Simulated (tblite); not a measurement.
# C4H11BGe2: the cost of one run

Computed with tblite 0.8.0 and PySCF 2.14.0, with density-fitted response routines of our own, on a single molecule in the gas phase. Atoms are numbered from 0 throughout.

### 1 The molecule as given

18 atoms, charge 0, multiplicity 1; geometry from: force field or distance geometry start.

Bonds of the start (Å): C0–C1 1.20, C1–B2 1.56, B2–C3 1.57, C3–Ge4 1.93, C3–C5 1.52, C5–Ge6 1.95, C0–H7 1.07, B2–H8 1.19, C3–H9 1.14, Ge4–H10 1.55, Ge4–H11 1.57, Ge4–H12 1.53, C5–H13 1.11, C5–H14 1.11, Ge6–H15 1.56, Ge6–H16 1.55, Ge6–H17 1.56.

### 2 Relaxing the molecule with GFN2-xTB

What the job is given:

```
{"job": {"kind": "relax", "xc": "GFN2-xTB", "basis": "xTB"}, "charge": 0, "multiplicity": 1}
C      0.294700     3.526900    -0.394200
C     -0.082500     2.425200    -0.114800
B     -0.542700     0.987300     0.269500
C      0.377200    -0.268500     0.081500
Ge     2.179800     0.142500    -0.455400
C     -0.280000    -1.260100    -0.858900
Ge    -1.994100    -1.801300    -0.114500
H      0.617800     4.514200    -0.644600
H     -1.719000     0.805500     0.271000
H      0.469800    -0.821100     1.076500
H      3.095900     0.362000     0.780700
H      2.731300    -1.155800    -1.151800
H      2.265500     1.358400    -1.387600
H      0.373800    -2.146000    -1.021000
H     -0.480000    -0.773400    -1.839100
H     -2.149800    -3.338800    -0.344600
H     -3.139600    -1.061500    -0.847100
H     -2.026900    -1.489100     1.418000
```

The run is started by

```
> OMP_NUM_THREADS=1 python probes_run.py task.json out
```

The driver reads the jobs from task.json and runs them one after another.

**Question.** How long does this first job take on 1 thread of Arm Neoverse N1, shared host?

About 2.3 s.
